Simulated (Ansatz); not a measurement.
# C₆H₁₅GaOS: basis-set convergence

The task here is to estimate one member of a computed series from the others.

Method: one geometry, several basis sets; program: Ansatz 0.2.0, Gaussian basis.

Levels to be run: PBE0-D4/def2-SVP; ωB97M-V/def2-SVP; PBE0-D4/def2-QZVPP; ωB97M-V/def2-QZVPP; the functionals' def2-TZVPP values are taken from earlier runs.

### The relaxed structure

The geometry comes from an earlier relaxation with PBE0-D4 in a triple-zeta def2 set; it is a stationary point, not always the lowest conformer.

SMILES `CC(C)[O][Ga]([SH])[CH](C)C`, 24 atoms, charge 0, spin multiplicity 1.

Atoms are counted from 1 here; the program's logs count them from 0.

Bond lengths: C1–C2 1.516 Å, C1–H10 1.092 Å, C1–H11 1.093 Å, C1–H12 1.093 Å, C2–C3 1.518 Å, C2–O4 1.412 Å, C2–H13 1.102 Å, C3–H14 1.093 Å, C3–H15 1.093 Å, C3–H16 1.093 Å, O4–Ga5 1.786 Å, Ga5–S6 2.203 Å, Ga5–C7 1.982 Å, S6–H17 1.343 Å, C7–C8 1.525 Å, C7–C9 1.526 Å, C7–H18 1.096 Å, C8–H19 1.093 Å and more. Angles: C2–C1–H10 110.5°, C2–C1–H11 109.8°, C2–C1–H12 111.1°, H10–C1–H11 108.1°, H10–C1–H12 108.6°, H11–C1–H12 108.6°, C1–C2–C3 111.9°, C1–C2–O4 108.3°, C1–C2–H13 108.1°, C3–C2–O4 109.8°, C3–C2–H13 108.2°, O4–C2–H13 110.6°, C2–C3–H14 111.2°, C2–C3–H15 109.8°, C2–C3–H16 110.9°, H14–C3–H15 108.6°, H14–C3–H16 108.2°, H15–C3–H16 108.1° and more.

The first run:

Input file in.yaml:

```yaml
crystal:
  periodic: [false, false, false]
  atoms:
    - {symbol: C, position_ang: [0.170062, -1.768611, -2.452684]}
    - {symbol: C, position_ang: [0.298460, -1.314668, -1.011901]}
    - {symbol: C, position_ang: [1.121272, -2.285236, -0.184951]}
    - {symbol: O, position_ang: [-0.998292, -1.200115, -0.466172]}
    - {symbol: Ga, position_ang: [-1.522175, 0.105244, 0.633694]}
    - {symbol: S, position_ang: [-3.597316, -0.268985, 1.270497]}
    - {symbol: C, position_ang: [-0.400400, 1.658608, 1.139528]}
    - {symbol: C, position_ang: [0.907099, 1.230965, 1.797999]}
    - {symbol: C, position_ang: [-0.151472, 2.566227, -0.062078]}
    - {symbol: H, position_ang: [-0.420726, -1.052841, -3.027520]}
    - {symbol: H, position_ang: [-0.335822, -2.736503, -2.492178]}
    - {symbol: H, position_ang: [1.151513, -1.868074, -2.923221]}
    - {symbol: H, position_ang: [0.808815, -0.337540, -1.005700]}
    - {symbol: H, position_ang: [2.124396, -2.407999, -0.601559]}
    - {symbol: H, position_ang: [0.630712, -3.261459, -0.162934]}
    - {symbol: H, position_ang: [1.220536, -1.932337, 0.844973]}
    - {symbol: H, position_ang: [-3.653373, 0.847075, 2.016278]}
    - {symbol: H, position_ang: [-0.995630, 2.211819, 1.874453]}
    - {symbol: H, position_ang: [0.745904, 0.620541, 2.690365]}
    - {symbol: H, position_ang: [1.535691, 0.654646, 1.113812]}
    - {symbol: H, position_ang: [1.487008, 2.109833, 2.103704]}
    - {symbol: H, position_ang: [0.413404, 2.054375, -0.846509]}
    - {symbol: H, position_ang: [-1.079763, 2.930926, -0.509514]}
    - {symbol: H, position_ang: [0.435195, 3.443512, 0.235117]}
basis:
  gaussian: {orbitals: def2-SVP}
hamiltonian: {xc: pbe0, dispersion: d4}
output: {orbitals: {seedname: orbitals}}
```

Steps of the session up to this table: PBE0-D4 in def2-SVP; ωB97M-V in def2-SVP; PBE0-D4 in def2-QZVPP; ωB97M-V in def2-QZVPP.

One of the session's tables, all rows but one given; the rest of the session is left out.

It belongs to the step «Density functionals: the series». 

```
functional       basis  HOMO (eV)
   PBE0-D4    def2-SVP      -7.15
   PBE0-D4  def2-TZVPP      -7.28
   PBE0-D4  def2-QZVPP          ?
   ωB97M-V    def2-SVP      -9.36
   ωB97M-V  def2-TZVPP      -9.51
   ωB97M-V  def2-QZVPP      -9.53
```

Estimate the missing values for PBE0-D4, def2-QZVPP.

**Answer.** HOMO (eV): -7.30. In the column «HOMO (eV)» it lies between ωB97M-V, def2-SVP (-9.36) and PBE0-D4, def2-TZVPP (-7.28).
